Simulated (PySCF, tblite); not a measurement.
**C6H10GeS: geometry, infrared bands and NMR shifts**

What infrared bands and NMR shifts should C6H10GeS (`C#C[C@H](C)[S][GeH2][CH]=C`) show?

Programs: tblite 0.8.0 and PySCF 2.14.0, with density-fitted response routines of our own. Each step states its level of theory. These are calculated values for one molecule in the gas phase, unless marked as measured. Atoms count from 0, in the outputs and in this text.

**1. The starting structure**

18 atoms, charge 0, multiplicity 1; geometry from: force field or distance geometry start.

Bonds of the start (Å): C0–C1 1.20, C1–C2 1.49, C2–C3 1.49, C2–S4 1.82, S4–Ge5 2.25, Ge5–C6 1.91, C6–C7 1.33, C0–H8 1.05, C2–H9 1.10, C3–H10 1.11, C3–H11 1.13, C3–H12 1.08, Ge5–H13 1.55, Ge5–H14 1.57, C6–H15 1.10, C7–H16 1.11, C7–H17 1.09.

**2. Relaxing the molecule with GFN2-xTB**

Job settings and geometry (Å):

```
{"job": {"kind": "relax", "xc": "GFN2-xTB", "basis": "xTB"}, "charge": 0, "multiplicity": 1}
C      1.766700     2.562900    -0.760000
C      1.870000     1.501400    -0.215300
C      2.005500     0.185800     0.471900
C      2.370800    -0.803500    -0.587700
S      0.379300    -0.197600     1.191300
Ge    -0.988900    -0.494300    -0.570800
C     -2.727700    -0.992100     0.052500
C     -3.704800    -0.084900     0.020100
H      1.645600     3.489000    -1.247200
H      2.750100     0.209600     1.284000
H      3.420900    -1.102200    -0.411300
H      1.745900    -1.747100    -0.532900
H      2.213100    -0.385200    -1.576300
H     -0.422700    -1.605900    -1.498100
H     -1.112400     0.865100    -1.346900
H     -2.947000    -1.992400     0.455000
H     -4.728800    -0.318500     0.363700
H     -3.544300     0.916000    -0.368500
```

On the command line:

```bash
$ OMP_NUM_THREADS=1 python probes_run.py task.json out
```

This one command runs all jobs of the session in turn.

The program printed:

```text
step      E/eV     max force
  0    -626.00418    2.042
  1    -626.14627    1.629
  2    -626.13015    4.252
  3    -626.21570    0.481
  4    -626.23631    0.385
  5    -626.26375    0.712
  6    -626.27342    0.243
  7    -626.28016    0.236
  8    -626.28527    0.339
  9    -626.29068    0.249
 10    -626.29461    0.162
 11    -626.29768    0.142
 12    -626.30092    0.197
 13    -626.30562    0.262
 14    -626.31235    0.295
 15    -626.31977    0.200
 16    -626.32539    0.193
 17    -626.32968    0.172
 18    -626.33421    0.220
 19    -626.33899    0.205
 20    -626.34306    0.145
 21    -626.34613    0.156
 22    -626.34917    0.142
 23    -626.35332    0.193
 24    -626.35889    0.222
 25    -626.36417    0.159
 26    -626.36726    0.120
 27    -626.36926    0.125
 28    -626.37099    0.198
 29    -626.37430    0.232
 30    -626.37834    0.178
 31    -626.38396    0.138
 32    -626.38559    0.126
 33    -626.38867    0.124
 34    -626.39078    0.134
 35    -626.39300    0.139
 36    -626.39469    0.150
 37    -626.39606    0.118
 38    -626.39728    0.089
 39    -626.39858    0.111
 40    -626.39954    0.099
 41    -626.40068    0.065
 42    -626.40148    0.065
 43    -626.40224    0.063
 44    -626.40306    0.086
 45    -626.40383    0.076
 46    -626.40448    0.080
 47    -626.40504    0.049
 48    -626.40576    0.064
 49    -626.40637    0.078
 50    -626.40705    0.056
 51    -626.40746    0.045
 52    -626.40774    0.045
 53    -626.40801    0.039
 54    -626.40826    0.039
 55    -626.40841    0.032
 56    -626.40848    0.023
 57    -626.40854    0.026
 58    -626.40862    0.035
 59    -626.40873    0.036
 60    -626.40886    0.033
 61    -626.40896    0.021
 62    -626.40903    0.019
 63    -626.40911    0.023
 64    -626.40923    0.035
 65    -626.40936    0.036
 66    -626.40947    0.022
 67    -626.40954    0.021
 68    -626.40961    0.021
 69    -626.40971    0.027
 70    -626.40985    0.033
 71    -626.41002    0.032
 72    -626.41017    0.033
 73    -626.41031    0.033
 74    -626.41043    0.026
 75    -626.41056    0.027
 76    -626.41068    0.023
 77    -626.41078    0.022
 78    -626.41085    0.020
 79    -626.41091    0.017
 80    -626.41096    0.017
 81    -626.41101    0.019
 82    -626.41106    0.015
 83    -626.41109    0.013
 84    -626.41113    0.015
 85    -626.41118    0.019
 86    -626.41125    0.025
 87    -626.41132    0.019
 88    -626.41136    0.016
 89    -626.41139    0.013
 90    -626.41141    0.013
 91    -626.41144    0.015
 92    -626.41146    0.010
```

It took 0.78 s on 1 thread of Arm Neoverse V1, shared host; peak memory 0.18 GiB.

Step by step: (not every step is listed) (the energy doesn't fall at every step)

```csv
step,energy from step 0 (eV),largest force (eV/Å)
0,0.0000,2.0423
1,-0.1421,1.6292
2,-0.1260,4.2515
3,-0.2115,0.4814
4,-0.2321,0.3850
5,-0.2596,0.7125
6,-0.2692,0.2434
7,-0.2760,0.2363
8,-0.2811,0.3395
15,-0.3156,0.2003
22,-0.3450,0.1424
29,-0.3701,0.2316
36,-0.3905,0.1505
43,-0.3981,0.0630
50,-0.4029,0.0561
57,-0.4044,0.0258
64,-0.4050,0.0352
71,-0.4058,0.0315
78,-0.4067,0.0203
85,-0.4070,0.0188
87,-0.4071,0.0194
88,-0.4072,0.0159
89,-0.4072,0.0127
90,-0.4072,0.0134
91,-0.4073,0.0153
92,-0.4073,0.0099
```

Distances of close pairs at the start and the end, largest changes first:

```csv
bond,before (Å),after (Å),change (Å)
Ge5–H14,1.570,1.511,-0.059
C1–C2,1.490,1.440,-0.050
C3–H11,1.133,1.088,-0.045
C2–S4,1.819,1.860,+0.041
Ge5–C6,1.913,1.952,+0.038
Ge5–H13,1.554,1.520,-0.034
S4–Ge5,2.251,2.216,-0.034
C2–C3,1.495,1.521,+0.026
```

The end geometry stands in the next job.

**3. Vibrational analysis with GFN2-xTB**

Job settings and geometry (Å):

```
{"job": {"kind": "ir", "xc": "GFN2-xTB", "basis": "xTB"}, "charge": 0, "multiplicity": 1}
C      1.680737     2.506656    -0.705401
C      1.839476     1.437854    -0.188234
C      1.976978     0.136134     0.411940
C      2.547055    -0.882703    -0.563223
S      0.348581    -0.422624     1.117324
Ge    -1.016571    -0.432969    -0.628742
C     -2.801467    -0.861731     0.033574
C     -3.816434    -0.014306     0.014635
H      1.569765     3.451681    -1.147005
H      2.605794     0.205204     1.305060
H      3.558506    -0.595247    -0.847086
H      2.573856    -1.866984    -0.100862
H      1.934393    -0.928820    -1.463291
H     -0.566721    -1.484294    -1.630192
H     -0.997241     0.900781    -1.339316
H     -2.942030    -1.852350     0.447689
H     -4.794775    -0.271776     0.392720
H     -3.708661     0.981810    -0.386007
```

The program printed:

```text
mode    cm-1     km/mol
  1     -16.4      0.11
  2      36.9      0.19
  3      54.1      1.18
  4      94.5      0.06
  5     116.4      1.23
  6     154.8      1.49
  7     192.9      0.83
  8     226.0      0.04
  9     244.2      1.32
 10     295.7      1.39
 11     376.8     24.28
 12     410.0     24.34
 13     431.9     31.89
 14     472.4     11.95
 15     495.5     25.41
 16     555.5     39.05
 17     598.3      6.54
 18     621.0     22.22
 19     660.8     22.98
 20     678.9    387.50
 21     686.1     32.98
 22     817.6    214.10
 23     897.8      2.97
 24     913.8     24.15
 25     992.6      9.39
 26    1013.7      9.48
 27    1021.1     14.53
 28    1076.6      9.73
 29    1104.4      0.88
 30    1182.0     18.18
 31    1246.5      4.27
 32    1269.1      1.50
 33    1397.2      6.46
 34    1401.3      2.93
 35    1478.0      5.29
 36    1481.7      4.56
 37    1655.8      4.24
 38    1836.8    307.60
 39    1923.5    424.72
 40    2276.1      4.15
 41    2927.8      8.12
 42    3010.9     27.38
 43    3019.2     21.99
 44    3025.4     29.82
 45    3036.4     16.22
 46    3065.3     30.52
 47    3090.1     41.32
 48    3395.4      5.34
```

Run time: 0.78 s. Hardware: 1 thread of Arm Neoverse V1, shared host; peak memory 0.18 GiB.

Which atoms move in the most intense modes:

```
cm⁻¹  km/mol                        atoms
 432    31.9             C1 43 %, S4 20 %
 556    39.0  C6 43 %, Ge5 16 %, H14 15 %
 679   387.5           H13 59 %, H14 15 %
 686    33.0   H8 43 %, C2 20 %, H13 10 %
 818   214.1           H14 49 %, H13 49 %
1837   307.6           H13 84 %, H14 15 %
1924   424.7           H14 84 %, H13 14 %
3090    41.3           H17 64 %, H16 25 %
```

**4. NMR shieldings: PBE0/pcSseg-1**

Same as in step 3 but for these lines:

```diff
@@ -1,2 +1,2 @@
-{"job": {"kind": "ir", "xc": "GFN2-xTB", "basis": "xTB"}, "charge": 0, "multiplicity": 1}
+{"job": {"kind": "nmr", "xc": "PBE0", "basis": "pcSseg-1"}, "charge": 0, "multiplicity": 1}
 C      1.680737     2.506656    -0.705401
```

Method: GIAO PBE0/pcSseg-1 NMR shielding, non-relativistic, gas phase.

The program printed:

```text
coarse grid: 69536 points
cycle   1  E = -2708.7133224767  dE =  1.717e-01  |g| = 9.600e-01  |ddm| = 4.042e+00
cycle   2  E = -2708.6898087723  dE =  2.351e-02  |g| = 9.894e-01  |ddm| = 1.283e+00
cycle   3  E = -2708.8071320878  dE = -1.173e-01  |g| = 1.110e-01  |ddm| = 7.248e-01
cycle   4  E = -2708.8080293752  dE = -8.973e-04  |g| = 7.904e-02  |ddm| = 1.506e-01
cycle   5  E = -2708.8095197521  dE = -1.490e-03  |g| = 1.815e-02  |ddm| = 6.552e-02
cycle   6  E = -2708.8096002944  dE = -8.054e-05  |g| = 3.022e-03  |ddm| = 2.048e-02
cycle   7  E = -2708.8096026054  dE = -2.311e-06  |g| = 9.393e-04  |ddm| = 4.455e-03
final grid: 145752 points
cycle   8  E = -2708.8096086959  dE =  7.335e-08  |g| = 1.237e-03  |ddm| = 3.947e-03
cycle   9  E = -2708.8096082075  dE =  4.884e-07  |g| = 1.838e-03  |ddm| = 3.170e-03
cycle  10  E = -2708.8096090801  dE = -8.727e-07  |g| = 2.965e-04  |ddm| = 1.794e-03
cycle  11  E = -2708.8096091019  dE = -2.179e-08  |g| = 4.559e-05  |ddm| = 2.750e-04
cycle  12  E = -2708.8096091024  dE = -4.989e-10  |g| = 1.564e-05  |ddm| = 4.802e-05
converged SCF energy = -2708.8096091024

GIAO shielding tensors (ppm)
atom      isotropic    diamagn.    paramagn.     s11        s22        s33       span
  0 C      106.001     258.690    -152.690     38.685     50.148    229.170    190.485
  1 C       97.844     265.274    -167.430    -10.844      5.290    299.087    309.931
  2 C      153.970     248.233     -94.263    139.225    154.483    168.201     28.976
  3 C      159.015     247.030     -88.014    135.690    157.864    183.492     47.802
  4 S      547.697    1059.448    -511.751    327.938    451.124    864.031    536.093
  5 Ge    1441.992    2758.011   -1316.020   1380.987   1440.974   1504.013    123.026
  6 C       48.416     260.195    -211.779    -66.937     39.366    172.818    239.754
  7 C       42.613     253.754    -211.141    -82.571     50.164    160.246    242.817
  8 H       29.633      34.846      -5.212     24.421     25.263     39.217     14.796
  9 H       28.099      29.840      -1.740     23.662     25.358     35.278     11.616
 10 H       30.044      27.359       2.685     25.210     27.256     37.666     12.456
 11 H       30.201      29.566       0.635     25.616     28.414     36.573     10.958
 12 H       29.943      29.766       0.178     25.326     31.249     33.255      7.929
 13 H       26.374      30.211      -3.836     19.170     22.664     37.289     18.120
 14 H       26.485      31.854      -5.369     19.529     23.488     36.437     16.908
 15 H       25.160      30.761      -5.602     23.094     23.325     29.060      5.967
 16 H       25.128      26.825      -1.697     21.802     24.215     29.368      7.566
 17 H       25.394      32.102      -6.708     21.214     23.950     31.017      9.803
```

Wall time 55 s (1 thread of Arm Neoverse V1, shared host); peak memory 1.1 GiB.

The references, computed at this level on geometries of the same kind, shield at (ppm): ¹H TMS 31.72, ¹³C TMS 186.9, ³³S CS2 504, ⁷³Ge GeMe4 1331. Their shielding less the atom's gives the shift. The references are single molecules in the gas phase. Atoms listed in one row are averaged.

```
        atoms                                   environment  σ (ppm)  δ (ppm)
           C7                          terminal =CH2 carbon     42.6    144.3
           C6                                     alkene CH     48.4    138.5
           C1                                 alkyne carbon     97.8     89.1
           C0                        terminal alkyne carbon    106.0     80.9
           C2                propargylic sp3 CH bonded to S    154.0     33.0
           C3                                 methyl carbon    159.0     27.9
          H16            hydrogen on a terminal =CH2 carbon    25.13     6.59
          H15                      hydrogen on an alkene CH    25.16     6.56
          H17            hydrogen on a terminal =CH2 carbon    25.39     6.32
          H13        hydrogen on a germanium bonded to C, S    26.37     5.34
          H14        hydrogen on a germanium bonded to C, S    26.48     5.23
           H9  hydrogen on a propargylic sp3 CH bonded to S    28.10     3.62
           H8          hydrogen on a terminal alkyne carbon    29.63     2.08
H10, H11, H12                   hydrogen on a methyl carbon    30.06     1.65
           S4                        sulfur bonded to C, Ge      548      -44
          Ge5                 germanium bonded to C, S, 2 H     1442     -111
```

Charges from the same density, by scheme (e):

```
atoms  Mulliken    IAO  Hirshfeld  ESP fit
   C0     -0.37  -0.24      -0.11    -0.32
   C1      0.33  -0.03      -0.05    -0.19
   C2     -0.42  -0.18      -0.01     0.28
   C3     -0.19  -0.41      -0.12    -0.55
   S4     -0.16  -0.18      -0.10    -0.34
  Ge5      0.42   0.57       0.31     0.35
   C6     -0.49  -0.38      -0.13    -0.15
   C7     -0.12  -0.27      -0.08    -0.40
```

Mayer bond orders: C0–C1 2.53, C1–C2 0.94, C2–C3 1.00, C2–S4 1.02, S4–Ge5 0.98, Ge5–C6 0.92, C6–C7 1.95.

The fields below are evaluated on a grid from the run's orbitals.

Frontier orbitals at PBE0/pcSseg-1, with the share of their density that lies nearest to each atom:

```
orbital  energy (eV)                                                        lies on
   HOMO        -6.82                                                        S4 77 %
   LUMO        -0.57  C6, C7 about 25 % each; S4 10 %; H15, H16, H17 about 7 % each
```

ELF in a plane through or near 7 of the atoms.

Ten even steps from '0' (0.00) to '9' (1.00):
```
0000000000000000000000000000
0000000000000000000000000000
0000000000100000000000000000
0000000008971000000000000000
0000000029983000000000000000
0000000247475100000010000000
0000001466376101200899100000
0000001378686005500999200000
0000000046362024410697673000
0000000004740131144634998100
0000016637732433366385997000
0000049974711551174251241000
0000005468700321117994000000
0000000189910110007995000000
0000000199910000001640000000
0000000003100000000000000000
0000000000000000000000000000
0000000000000000000000000000
0000000000000000000000000000
0000000000000000000000000000
```
The map spans 14.9 Å across and 11.9 Å up, centred on the molecule. Atoms in the plane (x, y in Å): C0 (-1.9, 2.4), C1 (-2.0, 1.2), C6 (2.9, -0.6), C7 (3.8, 0.3), H11 (-2.4, -2.1), H15 (3.1, -1.6), H17 (3.6, 1.4).

On the surface of density 0.002 e/bohr³ the electrostatic potential runs, from the 1st to the 99th percentile, from -1.10 V near S4 to 1.26 V near H8.

**5. Summary of results**

| quantity | value |
| --- | --- |
| strongest single infrared mode (GFN2-xTB) | 1924 cm⁻¹, 425 km/mol |
| zero-point energy (GFN2-xTB) | 81.4 kcal/mol |
| ¹³C shifts against TMS (PBE0/pcSseg-1) | 144.3, 138.5, 89.1, 80.9, 33.0, 27.9 ppm |
| ¹H shifts against TMS (PBE0/pcSseg-1, means over atoms taken as alike) | 6.59, 6.56, 6.32, 5.34, 5.23, 3.62, 2.08, 1.65 ppm |
| ³³S shifts against CS2 (PBE0/pcSseg-1) | -44 ppm |
| ⁷³Ge shifts against GeMe4 (PBE0/pcSseg-1) | -111 ppm |
| surface potential, 1st and 99th percentile | -1.10 V and 1.26 V |

**Reading.** Relaxing lowered the energy by 0.407 eV in 92 steps; the close pair that moved most is Ge5–H14, from 1.570 to 1.511 Å. The lowest mode is slightly imaginary (16i cm⁻¹), a soft motion within the noise of the Hessian, so the minimum is not strictly shown. The strongest single mode, at 1924 cm⁻¹, moves mainly H14. GFN2-xTB is a fitted tight-binding method: band positions and strengths are rough. Its intensities can rank the bands wrongly. The most deshielded carbon is C7 (terminal =CH2 carbon), at 144.3 ppm: as expected for a trigonal carbon in a double bond. At PBE0/pcSseg-1: Shielding is most anisotropic at S4 (span 536 ppm, paramagnetic term -512 ppm). By nearest atom (PBE0/pcSseg-1), the HOMO sits on S4 77 % and the LUMO on C6, C7 about 25 % each; S4 10 %. Spin-orbit coupling is left out, which matters for shieldings and couplings at and beside the heavy atoms.
